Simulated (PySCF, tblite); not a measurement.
# C₃H₁₀BClS: geometry, infrared bands and NMR shifts

What infrared bands and NMR shifts should C₃H₁₀BClS (`C[S+](C)[BH2-]CCl`) show?

Computed with tblite 0.8.0 and PySCF 2.14.0, with density-fitted response routines of our own, on a single molecule in the gas phase. Atoms are numbered from 0 throughout.

## (1) Starting geometry

16 atoms, charge 0, multiplicity 1; geometry from: force field or distance geometry start.

Bonds of the start (Å): C0–S1 1.76, S1–C2 1.78, S1–B3 1.87, B3–C4 1.61, C4–Cl5 1.79, C0–H6 1.13, C0–H7 1.10, C0–H8 1.11, C2–H9 1.12, C2–H10 1.09, C2–H11 1.11, B3–H12 1.18, B3–H13 1.19, C4–H14 1.09, C4–H15 1.10.

## (2) Relaxing the molecule with GFN2-xTB

Job settings and geometry (Å):

```
{"job": {"kind": "relax", "xc": "GFN2-xTB", "basis": "xTB"}, "charge": 0, "multiplicity": 1}
C     -0.821100     1.704200     0.105200
S     -0.448200     0.015800     0.423500
C     -1.878600    -1.022700     0.255200
B      0.922600    -0.625200    -0.667200
C      2.266500    -0.425800     0.202500
Cl     2.156100     1.246400     0.820200
H     -1.752800     1.781000    -0.526400
H      0.018200     2.195500    -0.408100
H     -1.022900     2.228200     1.062500
H     -2.475100    -0.973000     1.207300
H     -1.579700    -2.053200     0.049100
H     -2.462600    -0.595400    -0.585800
H      0.991600    -0.010700    -1.669700
H      0.717900    -1.781100    -0.865600
H      2.221600    -1.122800     1.037700
H      3.138800    -0.552400    -0.451700
```

Run with:

```bash
OMP_NUM_THREADS=1 python probes_run.py task.json out
```

This one command runs all jobs of the session in turn.

Log:

```text
step      E/eV     max force
  0    -558.20846    2.921
  1    -558.49668    1.718
  2    -558.63782    0.684
  3    -558.69455    0.691
  4    -558.73833    0.393
  5    -558.75798    0.327
  6    -558.77673    0.331
  7    -558.79596    0.391
  8    -558.81225    0.303
  9    -558.82252    0.285
 10    -558.83012    0.267
 11    -558.83720    0.250
 12    -558.84437    0.227
 13    -558.85233    0.244
 14    -558.86096    0.295
 15    -558.86973    0.266
 16    -558.87818    0.324
 17    -558.88567    0.260
 18    -558.89096    0.149
 19    -558.89408    0.128
 20    -558.89613    0.130
 21    -558.89806    0.147
 22    -558.90037    0.112
 23    -558.90289    0.123
 24    -558.90508    0.123
 25    -558.90679    0.088
 26    -558.90838    0.091
 27    -558.91024    0.103
 28    -558.91240    0.130
 29    -558.91473    0.146
 30    -558.91745    0.150
 31    -558.92109    0.178
 32    -558.92589    0.197
 33    -558.93162    0.209
 34    -558.93714    0.178
 35    -558.94082    0.139
 36    -558.94345    0.140
 37    -558.94679    0.158
 38    -558.95105    0.283
 39    -558.95545    0.299
 40    -558.96277    0.234
 41    -558.97159    0.153
 42    -558.97551    0.157
 43    -558.98723    0.210
 44    -558.99251    0.168
 45    -558.99577    0.156
 46    -558.99828    0.107
 47    -559.00049    0.114
 48    -559.00452    0.127
 49    -559.00734    0.119
 50    -559.00972    0.114
 51    -559.01183    0.119
 52    -559.01464    0.113
 53    -559.01712    0.100
 54    -559.01881    0.074
 55    -559.01996    0.074
 56    -559.02117    0.094
 57    -559.02242    0.129
 58    -559.02416    0.094
 59    -559.02610    0.072
 60    -559.02707    0.070
 61    -559.02791    0.071
 62    -559.02865    0.063
 63    -559.02925    0.056
 64    -559.02984    0.055
 65    -559.03063    0.064
 66    -559.03152    0.082
 67    -559.03225    0.083
 68    -559.03279    0.067
 69    -559.03329    0.055
 70    -559.03379    0.048
 71    -559.03416    0.034
 72    -559.03434    0.028
 73    -559.03448    0.028
 74    -559.03463    0.027
 75    -559.03490    0.026
 76    -559.03506    0.030
 77    -559.03517    0.033
 78    -559.03526    0.032
 79    -559.03543    0.032
 80    -559.03567    0.040
 81    -559.03596    0.040
 82    -559.03623    0.033
 83    -559.03647    0.039
 84    -559.03677    0.040
 85    -559.03721    0.043
 86    -559.03777    0.055
 87    -559.03825    0.054
 88    -559.03855    0.041
 89    -559.03872    0.033
 90    -559.03886    0.035
 91    -559.03900    0.028
 92    -559.03910    0.020
 93    -559.03917    0.021
 94    -559.03924    0.021
 95    -559.03936    0.028
 96    -559.03958    0.034
 97    -559.03994    0.046
 98    -559.04038    0.049
 99    -559.04077    0.037
100    -559.04105    0.033
101    -559.04126    0.033
102    -559.04143    0.030
103    -559.04158    0.032
104    -559.04168    0.021
105    -559.04179    0.016
106    -559.04186    0.016
107    -559.04190    0.012
108    -559.04193    0.010
109    -559.04195    0.011
110    -559.04197    0.011
111    -559.04200    0.012
112    -559.04203    0.015
113    -559.04207    0.014
114    -559.04212    0.016
115    -559.04219    0.019
116    -559.04228    0.023
117    -559.04238    0.024
118    -559.04245    0.018
119    -559.04250    0.016
120    -559.04254    0.014
121    -559.04256    0.011
122    -559.04259    0.013
123    -559.04261    0.014
124    -559.04262    0.008
```

It took 1.3 s on 1 thread of Arm Neoverse N1, shared host; peak memory 0.18 GiB.

Along the way: (not every step is listed)

```
step  energy from step 0 (eV)  largest force (eV/Å)
   0                   0.0000                2.9209
   1                  -0.2882                1.7179
   2                  -0.4294                0.6836
   3                  -0.4861                0.6912
   4                  -0.5299                0.3930
   5                  -0.5495                0.3267
   6                  -0.5683                0.3305
   7                  -0.5875                0.3909
   8                  -0.6038                0.3032
  19                  -0.6856                0.1276
  30                  -0.7090                0.1502
  41                  -0.7631                0.1528
  52                  -0.8062                0.1133
  63                  -0.8208                0.0556
  74                  -0.8262                0.0272
  85                  -0.8288                0.0428
  96                  -0.8311                0.0344
 107                  -0.8334                0.0121
 118                  -0.8340                0.0184
 119                  -0.8340                0.0159
 120                  -0.8341                0.0144
 121                  -0.8341                0.0112
 122                  -0.8341                0.0135
 123                  -0.8342                0.0136
 124                  -0.8342                0.0081
```

Close pairs (by a distance rule), those that changed most:

```
  bond  before (Å)  after (Å)  change (Å)
 S1–B3       1.865      1.992      +0.127
 C0–S1       1.758      1.816      +0.058
 S1–C2       1.776      1.819      +0.043
 C0–H6       1.128      1.085      -0.043
 C2–H9       1.125      1.086      -0.039
 C0–H8       1.110      1.086      -0.024
C2–H11       1.109      1.085      -0.024
 C0–H7       1.100      1.086      -0.014
```

The final coordinates are the input of the step that follows.

## (3) Infrared spectrum with GFN2-xTB

Job settings and geometry (Å):

```
{"job": {"kind": "ir", "xc": "GFN2-xTB", "basis": "xTB"}, "charge": 0, "multiplicity": 1}
C     -0.800765     1.561853     0.386048
S     -0.481243    -0.168616     0.835668
C     -1.983645    -0.907051     0.124652
B      0.845921    -0.731788    -0.539586
C      2.312626    -0.294032    -0.014707
Cl     2.571818     1.481840     0.100583
H     -0.975285     1.629529    -0.682927
H      0.088312     2.127985     0.646456
H     -1.657812     1.921543     0.946783
H     -2.854365    -0.477228     0.610069
H     -1.941549    -1.974317     0.314675
H     -2.004452    -0.724891    -0.945174
H      0.492643    -0.199731    -1.537577
H      0.749347    -1.914519    -0.542305
H      2.542752    -0.674853     0.981462
H      3.088098    -0.646780    -0.695531
```

Log:

```text
mode    cm-1     km/mol
  1      38.9      0.40
  2      98.7      6.09
  3     139.9      1.95
  4     155.3      0.95
  5     168.6      0.97
  6     183.3      4.08
  7     231.0      2.77
  8     277.9      0.83
  9     332.5      2.99
 10     451.0      7.94
 11     626.7      2.96
 12     710.7      2.24
 13     725.9     25.14
 14     745.4     12.07
 15     818.8     13.94
 16     890.0      5.97
 17     893.2      2.15
 18     927.9      4.11
 19     960.2      2.29
 20     974.9      2.68
 21    1001.8     34.30
 22    1046.5    217.47
 23    1137.4     29.16
 24    1205.6     63.44
 25    1234.4      8.35
 26    1311.9      3.78
 27    1317.7      2.68
 28    1424.8      8.12
 29    1432.9     11.03
 30    1437.6      5.86
 31    1446.1     17.86
 32    1453.0     11.26
 33    2501.1    140.87
 34    2508.6    115.69
 35    2968.8     21.68
 36    2981.1     13.29
 37    3039.4      3.94
 38    3039.8      2.87
 39    3051.0      3.84
 40    3052.3      6.32
 41    3058.7      1.36
 42    3068.5      1.58
```

It took 0.83 s on 1 thread of Arm Neoverse N1, shared host; peak memory 0.18 GiB.

The strongest bands and the atoms that carry them (share of the mass-weighted mode):

```
cm⁻¹  km/mol                                atoms
 726    25.1  C2 17 %, C4 13 %, S1 13 %, H15 12 %
1002    34.3           H7 21 %, H10 21 %, H6 12 %
1046   217.5          H12 42 %, H13 29 %, B3 17 %
1137    29.2                   H15 54 %, H14 38 %
1206    63.4          H13 44 %, H12 44 %, B3 11 %
2501   140.9                             H13 92 %
2509   115.7                             H12 91 %
2969    21.7                   H14 81 %, H15 10 %
```

## (4) NMR shieldings: PBE0/pcSseg-1

Settings changed since step 3:

```diff
@@ -1,2 +1,2 @@
-{"job": {"kind": "ir", "xc": "GFN2-xTB", "basis": "xTB"}, "charge": 0, "multiplicity": 1}
+{"job": {"kind": "nmr", "xc": "PBE0", "basis": "pcSseg-1"}, "charge": 0, "multiplicity": 1}
 C     -0.800765     1.561853     0.386048
```

Method: GIAO PBE0/pcSseg-1 NMR shielding, non-relativistic, gas phase.

Log:

```text
coarse grid: 13792 points
cycle   1  E = -1002.9605654628  dE =  3.372e-01  |g| = 3.821e-01  |ddm| = 3.362e+00
cycle   2  E = -1002.9685202067  dE = -7.955e-03  |g| = 3.638e-01  |ddm| = 8.677e-01
cycle   3  E = -1003.0056149159  dE = -3.709e-02  |g| = 4.898e-02  |ddm| = 4.227e-01
cycle   4  E = -1003.0061467778  dE = -5.319e-04  |g| = 2.008e-02  |ddm| = 7.344e-02
cycle   5  E = -1003.0062329428  dE = -8.617e-05  |g| = 5.398e-03  |ddm| = 2.221e-02
cycle   6  E = -1003.0062397540  dE = -6.811e-06  |g| = 1.423e-03  |ddm| = 6.358e-03
final grid: 122048 points
cycle   7  E = -1003.0424198547  dE = -3.878e-05  |g| = 9.495e-03  |ddm| = 2.869e-02
cycle   8  E = -1003.0424116264  dE =  8.228e-06  |g| = 1.102e-02  |ddm| = 1.611e-02
cycle   9  E = -1003.0424414756  dE = -2.985e-05  |g| = 8.278e-04  |ddm| = 9.179e-03
cycle  10  E = -1003.0424416305  dE = -1.549e-07  |g| = 1.318e-04  |ddm| = 1.030e-03
cycle  11  E = -1003.0424416344  dE = -3.954e-09  |g| = 5.166e-05  |ddm| = 1.873e-04
cycle  12  E = -1003.0424416351  dE = -6.748e-10  |g| = 1.255e-05  |ddm| = 6.192e-05
converged SCF energy = -1003.0424416351

GIAO shielding tensors (ppm)
atom      isotropic    diamagn.    paramagn.     s11        s22        s33       span
  0 C      152.894     252.794     -99.900    135.700    140.229    182.752     47.052
  1 S      526.141    1057.770    -531.629    431.751    496.344    650.327    218.576
  2 C      156.214     252.392     -96.178    137.965    143.317    187.360     49.395
  3 B      112.261     187.530     -75.270     94.118    110.702    131.962     37.844
  4 C      142.248     248.522    -106.275    109.741    137.147    179.854     70.112
  5 Cl     899.054    1147.489    -248.435    783.238    842.592   1071.334    288.096
  6 H       29.841      30.964      -1.123     26.757     27.323     35.443      8.686
  7 H       27.886      29.765      -1.879     20.858     28.195     34.605     13.747
  8 H       29.623      30.030      -0.407     24.547     26.824     37.498     12.951
  9 H       29.797      29.622       0.175     24.712     26.953     37.727     13.015
 10 H       29.511      29.835      -0.324     24.641     26.309     37.585     12.944
 11 H       29.645      30.653      -1.008     25.177     28.109     35.649     10.472
 12 H       29.578      30.513      -0.935     25.417     29.973     33.343      7.926
 13 H       29.278      31.119      -1.841     25.290     29.666     32.879      7.589
 14 H       28.476      30.268      -1.792     23.196     27.614     34.617     11.421
 15 H       28.279      29.178      -0.898     21.807     27.617     35.415     13.608
```

It took 35 s on 1 thread of Arm Neoverse N1, shared host; peak memory 0.76 GiB.

The references, computed at this level on geometries of the same kind, shield at (ppm): ¹H TMS 31.72, ¹³C TMS 186.9, ¹¹B BF3·OEt2 100.1, ³³S CS2 504, ³⁵Cl HCl 950. Their shielding less the atom's gives the shift. The references are single molecules in the gas phase. Atoms listed in one row are averaged.

```
                   atoms                                environment  σ (ppm)  δ (ppm)  δ scaled to CDCl3
                      C4                 sp3 CH2 bonded to B and Cl    142.2     44.7               41.7
                  C0, C2                  methyl carbon bonded to S    154.6     32.4               25.3
                H14, H15  hydrogen on an sp3 CH2 bonded to B and Cl    28.38     3.34               3.25
H6, H7, H8, H9, H10, H11    hydrogen on a methyl carbon bonded to S    29.38     2.33               2.30
                H12, H13         hydrogen on a boron bonded to C, S    29.43     2.29                  –
                      S1                    sulfur bonded to 2 C, B      526      -22                  –
                      B3                  boron bonded to C, S, 2 H    112.3    -12.2                  –
                     Cl5                       chlorine bonded to C      899       51                  –
```

The scaled column applies a straight-line fit of computed shieldings to shifts measured in CDCl3, with any fitted terms for Cl, Br or S neighbours (root-mean-square error 0.16 ppm for H, 1.9 ppm for C).

Charges from the same density, by scheme (e):

```
 atoms  Mulliken    IAO  Hirshfeld  ESP fit
C0, C2     -0.35  -0.51      -0.10    -0.63
    S1      0.03   0.52       0.25     0.18
    B3     -0.01  -0.34      -0.07     0.16
    C4     -0.38  -0.35      -0.11    -0.30
   Cl5     -0.23  -0.16      -0.10    -0.22
```

Mayer bond orders: C0–S1 0.97, S1–C2 0.98, S1–B3 0.60, B3–C4 0.91, C4–Cl5 0.92.

## (5) Results

| quantity | value |
| --- | --- |
| strongest single infrared mode (GFN2-xTB) | 1046 cm⁻¹, 217 km/mol |
| zero-point energy (GFN2-xTB) | 78.7 kcal/mol |
| ¹³C shifts against TMS (PBE0/pcSseg-1, means over atoms taken as alike) | 44.7, 32.4 ppm |
| ¹H shifts against TMS (PBE0/pcSseg-1, means over atoms taken as alike) | 3.34, 2.33, 2.29 ppm |
| ³³S shifts against CS2 (PBE0/pcSseg-1) | -22 ppm |
| ¹¹B shifts against BF3·OEt2 (PBE0/pcSseg-1) | -12.2 ppm |
| ³⁵Cl shifts against HCl (PBE0/pcSseg-1) | 51 ppm |

What this shows: Over 124 steps the energy fell by 0.834 eV; of the close pairs, S1–B3 changed most, 1.865 to 1.992 Å. All 42 modes are real, so the xTB geometry is a minimum. The strongest single mode, at 1046 cm⁻¹, moves mainly H12 and H13. Unscaled tight-binding wavenumbers are off by several per cent, some by more. Its intensities can rank the bands wrongly. C4 (sp3 CH2 bonded to B and Cl) lies farthest downfield among carbon, at 44.7 ppm; pulled downfield by the heteroatom. The most deshielded hydrogen is H14, H15 (mean) (hydrogen on an sp3 CH2 bonded to B and Cl), at 3.34 ppm: its carbon carries Cl, which withdraws density. At PBE0/pcSseg-1: The widest tensor belongs to Cl5: span 288 ppm, with a paramagnetic part of -248 ppm.
